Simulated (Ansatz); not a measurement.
## Rh, space group P6_3/mmc: a phonon calculation by finite displacements, step by step

Program: the Python package of Ansatz (0.2.0).

`rh.xyz`
```text
4
Lattice="2.69174462 0.0 0.0 -1.34587231 2.33111922 0.0 0.0 0.0 8.79807013" Properties=species:S:1:pos:R:3 pbc="T T T"
Rh    0.00000000    0.00000000    0.00000000
Rh   -0.00000001    1.55407949    2.19951753
Rh    0.00000000    0.00000000    4.39903506
Rh    1.34587233    0.77703973    6.59855260
```

Run as a notebook:

```python
from pathlib import Path
import warnings

import ansatz as az
import numpy as np
```

```python
warnings.simplefilter('ignore', az.DeckWarning)
```

```python
xtal = az.Crystal.from_extxyz('rh.xyz')
```

```python
# the cell itself: zone-centre modes alone
base = (
    xtal.calculation()
    .functional(az.Functional.PBESOL)
    .occupations('gaussian', width=0.1)  # fractional filling near the Fermi level
    .pseudopotentials('paw')
    .basis(35 * az.Ry)
    .kpoints(12, 12, 3)  # sampling of the Brillouin zone
    .phonons('fd', supercell=1)
)
outcome = base.run(runs_dir='runs')
folder = Path(outcome.output_folder) / 'results'
ph = outcome.phonons
```

```python
print('modes at Gamma (1/cm):', np.round(ph.gamma_omega_inv_cm, 1) + 0.0)
print(f'{ph.n_members} displaced supercells, sum-rule residual {ph.asr_residual_pre_ev_ang2:.1e} eV/A^2')
optical = np.sort(ph.gamma_omega_inv_cm)
print('imaginary modes at Gamma:', int((optical < -10).sum()), '- highest mode', round(float(optical[-1]), 1), '1/cm')
```

    modes at Gamma (1/cm): [  0.    0.    0.   91.9  91.9 113.8 113.8 139.1 139.1 191.4 191.9 241.7]
    3 displaced supercells, sum-rule residual 4.0e-04 eV/A^2
    imaginary modes at Gamma: 0 - highest mode 241.7 1/cm

What to keep in mind:
- The cell isn't relaxed first, so the values belong to this volume.
- The mesh is modest for a metal, so energies can be off by several to tens of meV an atom and pressures by half a GPa or more; differences at equal mesh fare better.
- This isn't the structure that Rh takes at ambient conditions.
- The structure is taken as given and the supercell is small; imaginary modes can come from an unrelaxed or unstable start. Phonons of metals also depend on mesh and smearing.
- Hardware and time: 60 s on 1 thread of Arm Neoverse V2, on a shared host, peak memory 0.61 GiB.
